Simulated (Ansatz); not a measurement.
# Cs3Al: the cost of one run

Program: Ansatz 0.2.0. Level of theory: DFT PBE, scalar-relativistic, plane waves, PAW. These are calculated values, not measurements.

### 1 Starting point

The structure is tetragonal, space group I4/mmm (No. 139). Conventional cell: a = 5.144 Å, b = 5.144 Å, c = 11.491 Å, α = 90.00°, β = 90.00°, γ = 90.00°. Cs (site symmetry 4/mmm) has 4 Al at 3.64 Å and 8 Cs at 3.86 Å as nearest neighbours. Cs (site symmetry -4m2) is surrounded by 8 Cs at 3.64 to 3.86 Å and 4 Al at 3.86 Å. Al (site symmetry 4/mmm) has 12 Cs at 3.64 to 3.86 Å as nearest neighbours.

Structure file:

```
Cs Al
1.0
    -2.57215    2.57215    5.74558
     2.57215   -2.57215    5.74558
     2.57215    2.57215   -5.74558
Cs Al
3 1
Direct
  0.50000 0.50000 0.00000
  0.25000 0.75000 0.50000
  0.75000 0.25000 0.50000
  0.00000 0.00000 0.00000
```

(A quick probe on a coarse mesh, which set the mesh and smearing, is not shown.)

### 3 Rough relaxation on the coarse mesh

Contents of input.yaml:

```yaml
crystal:
  lattice:
    - [-2.5721473973, 2.5721473973, 5.7455760043]
    - [2.5721473973, -2.5721473973, 5.7455760043]
    - [2.5721473973, 2.5721473973, -5.7455760043]
  atoms:
    - { symbol: Cs, position: [0.5, 0.5, 0.0] }
    - { symbol: Cs, position: [0.25, 0.75, 0.5] }
    - { symbol: Cs, position: [0.75, 0.25, 0.5] }
    - { symbol: Al, position: [0.0, 0.0, 0.0] }
basis:
  ecutwfc: 420
kpoints:
  mp_grid: { grid: [6, 6, 6] }
hamiltonian:
  xc: pbe
scf:
  occupations: { method: gaussian, width: 0.1 }
  lower_state_search: "off"
output:
  forces: true
  stress: true
  eigenvalues: true
relax:
  adjacent_minimum: "off"
  f_tol: 0.04
  max_steps: 70
  cell: { stress_tol: 0.4 }
```

On the command line:

```
ansatz run input.yaml --threads 1 --pin off --max-ram 2560MiB --backend cpu --events-out ev --progress --plain --runs-dir out
```

Q: Estimate wall time and peak memory on 1 thread of AMD EPYC 7R43 (Zen 3), shared host.

About 55 s, with a peak of 0.57 GiB.
